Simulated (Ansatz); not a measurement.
# BeGaH₂ (doublet): geometry optimisation

Where does this start of BeGaH₂ (doublet) end when it is relaxed?

Computed with Ansatz 0.2.0, Gaussian basis. Level: UKS PBE0/def2-TZVP.

### 1 Starting geometry

4 atoms, charge 0, spin multiplicity 2.

Atoms are counted from 1 here; the program's logs count them from 0.

Bond lengths: Ga1–H3 1.823 Å, Be2–H4 1.314 Å.

The start was built by rule and, where that kept it together, relaxed with GFN2-xTB. Sticks and bond lists go by distance. No spin-orbit coupling is included. 

### 2 Relaxation

in.yaml

```yaml
crystal:
  periodic: [false, false, false]
  atoms:
    - {symbol: Ga, position_ang: [-0.282558, -0.000973, -0.000997]}
    - {symbol: Be, position_ang: [2.066324, -0.005272, 0.007282]}
    - {symbol: H, position_ang: [-1.546466, 1.313254, -0.004326]}
    - {symbol: H, position_ang: [2.616662, -1.198808, 0.008198]}
basis:
  gaussian: {orbitals: def2-TZVP}
magnetization: {spin_polarized: true, initial_magnetization: 1}
hamiltonian: {xc: pbe0}
relax: {f_tol: 0.004, max_steps: 80}
```

Command:

```
ansatz run in.yaml --threads 1 --pin off --events-out ev --progress --plain --max-ram 2176MiB
```

What does the calculation give? Wanted: energy gained; shift from the start; total energy; dipole moment; ⟨S²⟩.

As calculated:

| quantity | value |
| --- | --- |
| steps | 9 |
| energy gained | 0.704 eV |
| shift from the start (rms) | 0.328 Å |
| total energy | -52802.1297 eV |
| dipole moment | 0.67 D |
| ⟨S²⟩ | 0.757 |

What this shows: The bonds of the start are those of the end. Ga1–H3 went from 1.823 to 1.579 Å. No vibrations were run, so this is a stationary point, not a proven minimum, and this spin need not be the ground state's.
